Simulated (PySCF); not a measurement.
# OsO₄: NMR shieldings

What do calculations give for the NMR shieldings of OsO₄ (`[O]=[Os](=[O])(=[O])=[O]`)?

Programs: PySCF 2.14.0, with routines of our own; each step states its level. All values are computed. Atoms count from 0.

### 1 The system as given

5 atoms, charge 0, multiplicity 1; geometry from: GFN2-xTB.

### 2 Relaxing the molecule at PBE0-D3(BJ)/def2-SVP

Job settings and geometry (Å):

```
{"job": {"xc": "PBE0", "basis": "def2-SVP", "d3": "d3bj", "grid": 1, "maxiter": 30, "shake": 0.03, "kind": "geom"}, "charge": 0, "multiplicity": 1}
Os     0.061120    -0.076700     0.012450
O     -0.006820    -0.030970     1.612700
O      1.462430     0.003120    -0.575250
O     -0.670580     1.332640    -0.531290
O     -0.771300    -1.338560    -0.580720
```

Run with:

```
> OMP_NUM_THREADS=1 python heavy_run.py task.json out
```

This one command runs all jobs of the session in turn.

Output:

```text
step   0  E = -390.94687710  max force = 0.305512
step   1  E = -391.01522647  max force = 0.011901
step   2  E = -391.01570633  max force = 0.006572
step   3  E = -391.01576858  max force = 0.000797
step   4  E = -391.01577079  max force = 0.000189
optimisation converged
```

Wall time 19 s (1 thread of Arm Neoverse V2, shared host); peak memory 0.34 GiB.

The steps of the relaxation:

| step | energy from step 0 (eV) | largest force component (eV/Å) |
| --- | --- | --- |
| 0 | 0.0000 | 15.7101 |
| 1 | -1.8599 | 0.6120 |
| 2 | -1.8729 | 0.3379 |
| 3 | -1.8746 | 0.0410 |
| 4 | -1.8747 | 0.0097 |

Close pairs (by a distance rule), those that changed most:

| bond | before (Å) | after (Å) | change (Å) |
| --- | --- | --- | --- |
| Os0–O2 | 1.522 | 1.692 | +0.171 |
| Os0–O1 | 1.602 | 1.693 | +0.090 |
| Os0–O4 | 1.624 | 1.693 | +0.069 |
| Os0–O3 | 1.678 | 1.693 | +0.014 |

The final coordinates are the input of the step that follows.

| at the end point | value |
| --- | --- |
| point group (found at 0.08 Å tolerance) | Td |
| rotational constants (GHz, main isotopes) | 4.136, 4.136, 4.133 |
| dipole moment (D) | 0.00 |

### 3 NMR shieldings: PBE/pcJ-1 Os:dyall-v2z, spin–orbit

Job settings and geometry (Å):

```
{"job": {"xc": "PBE", "basis": {"default": "pcJ-1", "Os": "dyall-v2z"}, "rel": "so", "kind": "hnmr"}, "charge": 0, "multiplicity": 1}
Os     0.014565    -0.022149    -0.012268
O      0.026331    -0.045766     1.680330
O      1.606456    -0.039469    -0.586722
O     -0.764268     1.380621    -0.552242
O     -0.808234    -1.383706    -0.591209
```

Method: PBE/pcJ-1 Os:dyall-v2z GIAO NMR shielding, X2C with spin-orbit coupling, screened-nuclear two-electron part, Gaussian nuclei, gas phase.

Output:

```text
spin-free SCF
coarse grid: 29680 points
cycle   1  E = -17553.1011355449  dE =  3.181e+00  |g| = 4.978e+00  |ddm| = 2.794e+00
cycle   2  E = -17529.1195727350  dE =  2.398e+01  |g| = 1.572e+01  |ddm| = 1.470e+01
cycle   3  E = -17552.7622617094  dE = -2.364e+01  |g| = 5.281e+00  |ddm| = 1.109e+01
cycle   4  E = -17556.7187353536  dE = -3.956e+00  |g| = 7.799e-01  |ddm| = 2.611e+00
cycle   5  E = -17556.5484802129  dE =  1.703e-01  |g| = 1.106e+00  |ddm| = 4.011e-01
cycle   6  E = -17556.6134510407  dE = -6.497e-02  |g| = 8.448e-01  |ddm| = 6.248e-01
cycle   7  E = -17556.7428473933  dE = -1.294e-01  |g| = 1.230e-01  |ddm| = 4.310e-01
cycle   8  E = -17556.7352508633  dE =  7.597e-03  |g| = 2.296e-01  |ddm| = 1.419e-01
cycle   9  E = -17556.7452459487  dE = -9.995e-03  |g| = 2.819e-02  |ddm| = 1.185e-01
cycle  10  E = -17556.7453831075  dE = -1.372e-04  |g| = 9.102e-03  |ddm| = 1.944e-02
cycle  11  E = -17556.7453775924  dE =  5.515e-06  |g| = 1.009e-02  |ddm| = 8.590e-03
cycle  12  E = -17556.7453966354  dE = -1.904e-05  |g| = 1.237e-03  |ddm| = 5.285e-03
cycle  13  E = -17556.7453968614  dE = -2.260e-07  |g| = 2.104e-04  |ddm| = 5.163e-04
final grid: 60608 points
cycle  14  E = -17556.7447262850  dE = -1.418e-04  |g| = 7.923e-02  |ddm| = 1.035e-03
cycle  15  E = -17556.7447192386  dE =  7.046e-06  |g| = 6.165e-03  |ddm| = 3.528e-03
cycle  16  E = -17556.7444849871  dE =  2.343e-04  |g| = 3.549e-02  |ddm| = 2.033e-02
cycle  17  E = -17556.7447263944  dE = -2.414e-04  |g| = 8.524e-04  |ddm| = 1.734e-02
cycle  18  E = -17556.7447265044  dE = -1.100e-07  |g| = 1.105e-04  |ddm| = 3.529e-04
cycle  19  E = -17556.7447265051  dE = -6.330e-10  |g| = 2.914e-05  |ddm| = 3.593e-05
converged SCF energy = -17556.7447265051
two-component SCF
cycle   1  E = -17548.1300655515  dE = -1.755e+04  |FDS-SDF| = 4.743e+02
cycle   2  E = -17571.1877942441  dE = -2.306e+01  |FDS-SDF| = 6.920e-01
cycle   3  E = -17571.1863218642  dE =  1.472e-03  |FDS-SDF| = 2.124e-01
cycle   4  E = -17571.1672407867  dE =  1.908e-02  |FDS-SDF| = 4.604e-01
cycle   5  E = -17571.1854626822  dE = -1.822e-02  |FDS-SDF| = 1.315e-01
cycle   6  E = -17571.1882550467  dE = -2.792e-03  |FDS-SDF| = 1.051e-02
cycle   7  E = -17571.1882333854  dE =  2.166e-05  |FDS-SDF| = 1.385e-02
cycle   8  E = -17571.1882702691  dE = -3.688e-05  |FDS-SDF| = 9.430e-04
cycle   9  E = -17571.1882703800  dE = -1.109e-07  |FDS-SDF| = 1.251e-04
cycle  10  E = -17571.1882703817  dE = -1.688e-09  |FDS-SDF| = 6.157e-05
converged, E = -17571.1882703817

Field gradients (au) and densities at the nuclei (bohr^-3)
atom        Vxx        Vyy        Vzz        centre      nuclear mean
  0 Os    -0.0050    -0.0105     0.0155    1680861.148    1551493.223
  1 O     -0.2015    -0.2021     0.4036        312.374        312.363
  2 O     -0.2015    -0.2023     0.4039        312.374        312.363
  3 O     -0.2012    -0.2027     0.4039        312.374        312.363
  4 O     -0.2014    -0.2023     0.4038        312.374        312.363
without picture change
  0 Os                           0.0187                   4334595.020

Core orbital energies (eV)
atom   shell        mean    spread
  0 Os 1s       -73598.988   0.000
  0 Os 2s       -12819.445   0.000
  0 Os 3s        -2987.197   0.000
  0 Os 4s         -633.906   0.000
  0 Os 5s          -95.834   0.000
  0 Os 2p1/2    -12272.122   0.000
  0 Os 2p3/2    -10749.355   0.000
  0 Os 3p1/2     -2743.072   0.000
  0 Os 3p3/2     -2410.315   0.000
  0 Os 4p1/2      -531.499   0.000
  0 Os 4p3/2      -453.241   0.000
  0 Os 5p1/2       -64.352   0.000
  0 Os 5p3/2       -52.260   0.001
  0 Os 3d3/2     -2002.201   0.000
  0 Os 3d5/2     -1930.330   0.001
  0 Os 4d3/2      -285.381   0.000
  0 Os 4d5/2      -270.803   0.003
  0 Os 4f5/2       -58.014   0.011
  0 Os 4f7/2       -55.256   0.017

vertical triplet (scalar unrestricted SCF): 3.838 eV

Shielding tensors (ppm)
atom      isotropic    diamagn.    paramagn.     s11        s22        s33       span
  0 Os     2880.29     8023.71    -5143.42    2874.10    2882.69    2884.07       9.98
  1 O      -436.49      399.30     -835.79    -512.74    -398.76    -397.99     114.75
  2 O      -435.99      399.28     -835.27    -512.62    -397.83    -397.53     115.09
  3 O      -436.55      399.30     -835.85    -512.85    -398.95    -397.85     115.00
  4 O      -436.61      399.27     -835.88    -512.87    -398.84    -398.13     114.74
```

Wall time 91 s (1 thread of Arm Neoverse V2, shared host); peak memory 1.3 GiB.

From this job:

```
                       quantity        value
energy from spin-orbit coupling  -14.4435 Eh
```

### 4 NMR shieldings: PBE/pcJ-1 Os:dyall-v2z, spin–orbit

Job settings and geometry (Å):

```
{"job": {"xc": "PBE", "basis": {"default": "pcJ-1", "Os": "dyall-v2z"}, "rel": "so", "snso": false, "kind": "hnmr"}, "charge": 0, "multiplicity": 1}
Os     0.014565    -0.022149    -0.012268
O      0.026331    -0.045766     1.680330
O      1.606456    -0.039469    -0.586722
O     -0.764268     1.380621    -0.552242
O     -0.808234    -1.383706    -0.591209
```

With the program's defaults for keys left out, this is: PBE/pcJ-1 Os:dyall-v2z GIAO NMR shielding, X2C with spin-orbit coupling, one-electron part alone, Gaussian nuclei, gas phase.

Output:

```text
spin-free SCF
coarse grid: 29680 points
cycle   1  E = -17553.1011355449  dE =  3.181e+00  |g| = 4.978e+00  |ddm| = 2.794e+00
cycle   2  E = -17529.1195727350  dE =  2.398e+01  |g| = 1.572e+01  |ddm| = 1.470e+01
cycle   3  E = -17552.7622617094  dE = -2.364e+01  |g| = 5.281e+00  |ddm| = 1.109e+01
cycle   4  E = -17556.7187353536  dE = -3.956e+00  |g| = 7.799e-01  |ddm| = 2.611e+00
cycle   5  E = -17556.5484802129  dE =  1.703e-01  |g| = 1.106e+00  |ddm| = 4.011e-01
cycle   6  E = -17556.6134510407  dE = -6.497e-02  |g| = 8.448e-01  |ddm| = 6.248e-01
cycle   7  E = -17556.7428473933  dE = -1.294e-01  |g| = 1.230e-01  |ddm| = 4.310e-01
cycle   8  E = -17556.7352508633  dE =  7.597e-03  |g| = 2.296e-01  |ddm| = 1.419e-01
cycle   9  E = -17556.7452459487  dE = -9.995e-03  |g| = 2.819e-02  |ddm| = 1.185e-01
cycle  10  E = -17556.7453831075  dE = -1.372e-04  |g| = 9.102e-03  |ddm| = 1.944e-02
cycle  11  E = -17556.7453775924  dE =  5.515e-06  |g| = 1.009e-02  |ddm| = 8.590e-03
cycle  12  E = -17556.7453966354  dE = -1.904e-05  |g| = 1.237e-03  |ddm| = 5.285e-03
cycle  13  E = -17556.7453968614  dE = -2.260e-07  |g| = 2.104e-04  |ddm| = 5.163e-04
final grid: 60608 points
cycle  14  E = -17556.7447262850  dE = -1.418e-04  |g| = 7.923e-02  |ddm| = 1.035e-03
cycle  15  E = -17556.7447192386  dE =  7.046e-06  |g| = 6.165e-03  |ddm| = 3.528e-03
cycle  16  E = -17556.7444849871  dE =  2.343e-04  |g| = 3.549e-02  |ddm| = 2.033e-02
cycle  17  E = -17556.7447263944  dE = -2.414e-04  |g| = 8.524e-04  |ddm| = 1.734e-02
cycle  18  E = -17556.7447265044  dE = -1.100e-07  |g| = 1.105e-04  |ddm| = 3.529e-04
cycle  19  E = -17556.7447265051  dE = -6.330e-10  |g| = 2.914e-05  |ddm| = 3.593e-05
converged SCF energy = -17556.7447265051
two-component SCF
cycle   1  E = -17547.6282356108  dE = -1.755e+04  |FDS-SDF| = 4.867e+02
cycle   2  E = -17572.0787928329  dE = -2.445e+01  |FDS-SDF| = 7.367e-01
cycle   3  E = -17572.0767450129  dE =  2.048e-03  |FDS-SDF| = 2.372e-01
cycle   4  E = -17572.0513952758  dE =  2.535e-02  |FDS-SDF| = 5.249e-01
cycle   5  E = -17572.0762013807  dE = -2.481e-02  |FDS-SDF| = 1.393e-01
cycle   6  E = -17572.0793431564  dE = -3.142e-03  |FDS-SDF| = 1.142e-02
cycle   7  E = -17572.0793203364  dE =  2.282e-05  |FDS-SDF| = 1.460e-02
cycle   8  E = -17572.0793612520  dE = -4.092e-05  |FDS-SDF| = 1.071e-03
cycle   9  E = -17572.0793613944  dE = -1.424e-07  |FDS-SDF| = 1.475e-04
cycle  10  E = -17572.0793613972  dE = -2.754e-09  |FDS-SDF| = 5.403e-05
converged, E = -17572.0793613972

Field gradients (au) and densities at the nuclei (bohr^-3)
atom        Vxx        Vyy        Vzz        centre      nuclear mean
  0 Os    -0.0050    -0.0105     0.0154    1681272.511    1551897.354
  1 O     -0.2029    -0.2036     0.4065        312.374        312.363
  2 O     -0.2030    -0.2038     0.4067        312.374        312.363
  3 O     -0.2027    -0.2041     0.4068        312.374        312.364
  4 O     -0.2029    -0.2038     0.4067        312.374        312.364
without picture change
  0 Os                           0.0187                   4334556.777

Core orbital energies (eV)
atom   shell        mean    spread
  0 Os 1s       -73597.961   0.000
  0 Os 2s       -12819.154   0.000
  0 Os 3s        -2987.106   0.000
  0 Os 4s         -633.879   0.000
  0 Os 5s          -95.821   0.000
  0 Os 2p1/2    -12303.984   0.000
  0 Os 2p3/2    -10737.304   0.000
  0 Os 3p1/2     -2749.942   0.000
  0 Os 3p3/2     -2407.633   0.000
  0 Os 4p1/2      -533.123   0.000
  0 Os 4p3/2      -452.612   0.000
  0 Os 5p1/2       -64.602   0.000
  0 Os 5p3/2       -52.159   0.001
  0 Os 3d3/2     -2008.857   0.000
  0 Os 3d5/2     -1926.023   0.001
  0 Os 4d3/2      -286.734   0.000
  0 Os 4d5/2      -269.930   0.003
  0 Os 4f5/2       -58.937   0.011
  0 Os 4f7/2       -54.565   0.018

Shielding tensors (ppm)
atom      isotropic    diamagn.    paramagn.     s11        s22        s33       span
  0 Os     2850.09     8025.93    -5175.85    2843.81    2852.53    2853.92      10.11
  1 O      -432.08      399.33     -831.41    -506.41    -395.30    -394.54     111.87
  2 O      -431.59      399.31     -830.89    -506.30    -394.38    -394.08     112.22
  3 O      -432.14      399.33     -831.47    -506.52    -395.49    -394.40     112.12
  4 O      -432.20      399.30     -831.50    -506.54    -395.38    -394.67     111.86
```

It took 77 s on 1 thread of Arm Neoverse V2, shared host; peak memory 1.3 GiB.

In short:

| quantity | value |
| --- | --- |
| energy from spin-orbit coupling | -15.3346 Eh |

### 5 NMR shieldings: PBE/pcJ-1 Os:dyall-v2z, spin-free

Job settings and geometry (Å):

```
{"job": {"xc": "PBE", "basis": {"default": "pcJ-1", "Os": "dyall-v2z"}, "rel": "sf", "kind": "hnmr"}, "charge": 0, "multiplicity": 1}
Os     0.014565    -0.022149    -0.012268
O      0.026331    -0.045766     1.680330
O      1.606456    -0.039469    -0.586722
O     -0.764268     1.380621    -0.552242
O     -0.808234    -1.383706    -0.591209
```

Level: PBE/pcJ-1 Os:dyall-v2z GIAO NMR shielding, spin-free X2C, Gaussian nuclei, gas phase.

Output:

```text
spin-free SCF
coarse grid: 29680 points
cycle   1  E = -17553.1011355449  dE =  3.181e+00  |g| = 4.978e+00  |ddm| = 2.794e+00
cycle   2  E = -17529.1195727350  dE =  2.398e+01  |g| = 1.572e+01  |ddm| = 1.470e+01
cycle   3  E = -17552.7622617094  dE = -2.364e+01  |g| = 5.281e+00  |ddm| = 1.109e+01
cycle   4  E = -17556.7187353536  dE = -3.956e+00  |g| = 7.799e-01  |ddm| = 2.611e+00
cycle   5  E = -17556.5484802129  dE =  1.703e-01  |g| = 1.106e+00  |ddm| = 4.011e-01
cycle   6  E = -17556.6134510407  dE = -6.497e-02  |g| = 8.448e-01  |ddm| = 6.248e-01
cycle   7  E = -17556.7428473933  dE = -1.294e-01  |g| = 1.230e-01  |ddm| = 4.310e-01
cycle   8  E = -17556.7352508633  dE =  7.597e-03  |g| = 2.296e-01  |ddm| = 1.419e-01
cycle   9  E = -17556.7452459487  dE = -9.995e-03  |g| = 2.819e-02  |ddm| = 1.185e-01
cycle  10  E = -17556.7453831075  dE = -1.372e-04  |g| = 9.102e-03  |ddm| = 1.944e-02
cycle  11  E = -17556.7453775924  dE =  5.515e-06  |g| = 1.009e-02  |ddm| = 8.590e-03
cycle  12  E = -17556.7453966354  dE = -1.904e-05  |g| = 1.237e-03  |ddm| = 5.285e-03
cycle  13  E = -17556.7453968614  dE = -2.260e-07  |g| = 2.104e-04  |ddm| = 5.163e-04
final grid: 60608 points
cycle  14  E = -17556.7447262850  dE = -1.418e-04  |g| = 7.923e-02  |ddm| = 1.035e-03
cycle  15  E = -17556.7447192386  dE =  7.046e-06  |g| = 6.165e-03  |ddm| = 3.528e-03
cycle  16  E = -17556.7444849871  dE =  2.343e-04  |g| = 3.549e-02  |ddm| = 2.033e-02
cycle  17  E = -17556.7447263944  dE = -2.414e-04  |g| = 8.524e-04  |ddm| = 1.734e-02
cycle  18  E = -17556.7447265044  dE = -1.100e-07  |g| = 1.105e-04  |ddm| = 3.529e-04
cycle  19  E = -17556.7447265051  dE = -6.330e-10  |g| = 2.914e-05  |ddm| = 3.593e-05
converged SCF energy = -17556.7447265051
check of the scalar solution
cycle   1  E = -17556.7447265050  dE = -1.756e+04  |FDS-SDF| = 2.914e-05
cycle   2  E = -17556.7447264998  dE =  5.228e-09  |FDS-SDF| = 1.666e-04
cycle   3  E = -17556.7447265053  dE = -5.482e-09  |FDS-SDF| = 6.146e-06
converged, E = -17556.7447265053

Field gradients (au) and densities at the nuclei (bohr^-3)
atom        Vxx        Vyy        Vzz        centre      nuclear mean
  0 Os    -0.0049    -0.0104     0.0153    1671752.600    1542586.096
  1 O     -0.1951    -0.1958     0.3909        312.373        312.363
  2 O     -0.1952    -0.1960     0.3912        312.373        312.363
  3 O     -0.1948    -0.1964     0.3912        312.373        312.363
  4 O     -0.1951    -0.1960     0.3910        312.373        312.363
without picture change
  0 Os                           0.0188                   4335225.991

Core orbital energies (eV)
atom   shell        mean    spread
  0 Os 1s       -73614.846   0.000
  0 Os 2s       -12823.137   0.000
  0 Os 3s        -2988.271   0.000
  0 Os 4s         -634.214   0.000
  0 Os 5s          -95.917   0.000
  0 Os 2p       -11210.020   0.000
  0 Os 3p        -2511.857   0.000
  0 Os 4p         -477.034   0.000
  0 Os 5p          -55.885   0.001
  0 Os 3d        -1959.435   0.002
  0 Os 4d         -276.721   0.005
  0 Os 4f          -56.551   0.026

Shielding tensors (ppm)
atom      isotropic    diamagn.    paramagn.     s11        s22        s33       span
  0 Os     -880.68     9237.96   -10118.64    -885.70    -878.75    -877.60       8.10
  1 O      -449.84      401.52     -851.36    -576.70    -386.81    -386.02     190.68
  2 O      -449.36      401.50     -850.85    -576.56    -385.90    -385.61     190.94
  3 O      -449.90      401.52     -851.42    -576.82    -386.99    -385.88     190.94
  4 O      -449.95      401.49     -851.44    -576.82    -386.89    -386.15     190.67
```

It took 26 s on 1 thread of Arm Neoverse V2, shared host; peak memory 1.2 GiB.

### 6 NMR shieldings: PBE/pcJ-1 Os:dyall-v2z, spin-free

Job settings and geometry (Å):

```
{"job": {"xc": "PBE", "basis": {"default": "pcJ-1", "Os": "dyall-v2z"}, "rel": "sf", "two": true, "kind": "hnmr"}, "charge": 0, "multiplicity": 1}
Os     0.014565    -0.022149    -0.012268
O      0.026331    -0.045766     1.680330
O      1.606456    -0.039469    -0.586722
O     -0.764268     1.380621    -0.552242
O     -0.808234    -1.383706    -0.591209
```

Level: PBE/pcJ-1 Os:dyall-v2z GIAO NMR shielding, X2C without spin-orbit coupling but with the spin-dependent field terms, Gaussian nuclei, gas phase.

Output:

```text
spin-free SCF
coarse grid: 29680 points
cycle   1  E = -17553.1011355449  dE =  3.181e+00  |g| = 4.978e+00  |ddm| = 2.794e+00
cycle   2  E = -17529.1195727350  dE =  2.398e+01  |g| = 1.572e+01  |ddm| = 1.470e+01
cycle   3  E = -17552.7622617094  dE = -2.364e+01  |g| = 5.281e+00  |ddm| = 1.109e+01
cycle   4  E = -17556.7187353536  dE = -3.956e+00  |g| = 7.799e-01  |ddm| = 2.611e+00
cycle   5  E = -17556.5484802129  dE =  1.703e-01  |g| = 1.106e+00  |ddm| = 4.011e-01
cycle   6  E = -17556.6134510407  dE = -6.497e-02  |g| = 8.448e-01  |ddm| = 6.248e-01
cycle   7  E = -17556.7428473933  dE = -1.294e-01  |g| = 1.230e-01  |ddm| = 4.310e-01
cycle   8  E = -17556.7352508633  dE =  7.597e-03  |g| = 2.296e-01  |ddm| = 1.419e-01
cycle   9  E = -17556.7452459487  dE = -9.995e-03  |g| = 2.819e-02  |ddm| = 1.185e-01
cycle  10  E = -17556.7453831075  dE = -1.372e-04  |g| = 9.102e-03  |ddm| = 1.944e-02
cycle  11  E = -17556.7453775924  dE =  5.515e-06  |g| = 1.009e-02  |ddm| = 8.590e-03
cycle  12  E = -17556.7453966354  dE = -1.904e-05  |g| = 1.237e-03  |ddm| = 5.285e-03
cycle  13  E = -17556.7453968614  dE = -2.260e-07  |g| = 2.104e-04  |ddm| = 5.163e-04
final grid: 60608 points
cycle  14  E = -17556.7447262850  dE = -1.418e-04  |g| = 7.923e-02  |ddm| = 1.035e-03
cycle  15  E = -17556.7447192386  dE =  7.046e-06  |g| = 6.165e-03  |ddm| = 3.528e-03
cycle  16  E = -17556.7444849871  dE =  2.343e-04  |g| = 3.549e-02  |ddm| = 2.033e-02
cycle  17  E = -17556.7447263944  dE = -2.414e-04  |g| = 8.524e-04  |ddm| = 1.734e-02
cycle  18  E = -17556.7447265044  dE = -1.100e-07  |g| = 1.105e-04  |ddm| = 3.529e-04
cycle  19  E = -17556.7447265051  dE = -6.330e-10  |g| = 2.914e-05  |ddm| = 3.593e-05
converged SCF energy = -17556.7447265051
two-component SCF
cycle   1  E = -17556.7447265063  dE = -1.756e+04  |FDS-SDF| = 2.914e-05
cycle   2  E = -17556.7447265010  dE =  5.381e-09  |FDS-SDF| = 1.666e-04
cycle   3  E = -17556.7447265063  dE = -5.348e-09  |FDS-SDF| = 6.146e-06
converged, E = -17556.7447265063

Field gradients (au) and densities at the nuclei (bohr^-3)
atom        Vxx        Vyy        Vzz        centre      nuclear mean
  0 Os    -0.0049    -0.0104     0.0153    1671752.600    1542586.096
  1 O     -0.1951    -0.1958     0.3909        312.373        312.363
  2 O     -0.1952    -0.1960     0.3912        312.373        312.363
  3 O     -0.1948    -0.1964     0.3912        312.373        312.363
  4 O     -0.1951    -0.1960     0.3910        312.373        312.363
without picture change
  0 Os                           0.0188                   4335225.991

Core orbital energies (eV)
atom   shell        mean    spread
  0 Os 1s       -73614.846   0.000
  0 Os 2s       -12823.137   0.000
  0 Os 3s        -2988.271   0.000
  0 Os 4s         -634.214   0.000
  0 Os 5s          -95.917   0.000
  0 Os 2p1/2    -11210.020   0.000
  0 Os 2p3/2    -11210.020   0.000
  0 Os 3p1/2     -2511.857   0.000
  0 Os 3p3/2     -2511.857   0.000
  0 Os 4p1/2      -477.034   0.000
  0 Os 4p3/2      -477.034   0.000
  0 Os 5p1/2       -55.886   0.000
  0 Os 5p3/2       -55.885   0.000
  0 Os 3d3/2     -1959.436   0.000
  0 Os 3d5/2     -1959.435   0.002
  0 Os 4d3/2      -276.723   0.000
  0 Os 4d5/2      -276.720   0.005
  0 Os 4f5/2       -56.557   0.022
  0 Os 4f7/2       -56.546   0.004

Shielding tensors (ppm)
atom      isotropic    diamagn.    paramagn.     s11        s22        s33       span
  0 Os     3261.20     7972.83    -4711.63    3256.19    3263.13    3264.28       8.09
  1 O      -446.74      399.31     -846.06    -573.71    -383.66    -382.87     190.84
  2 O      -446.26      399.29     -845.55    -573.56    -382.76    -382.46     191.10
  3 O      -446.80      399.32     -846.12    -573.83    -383.84    -382.73     191.10
  4 O      -446.86      399.28     -846.14    -573.83    -383.74    -383.00     190.83
```

It took 66 s on 1 thread of Arm Neoverse V2, shared host; peak memory 1.3 GiB.

(Part 1 of 2 ends here.)
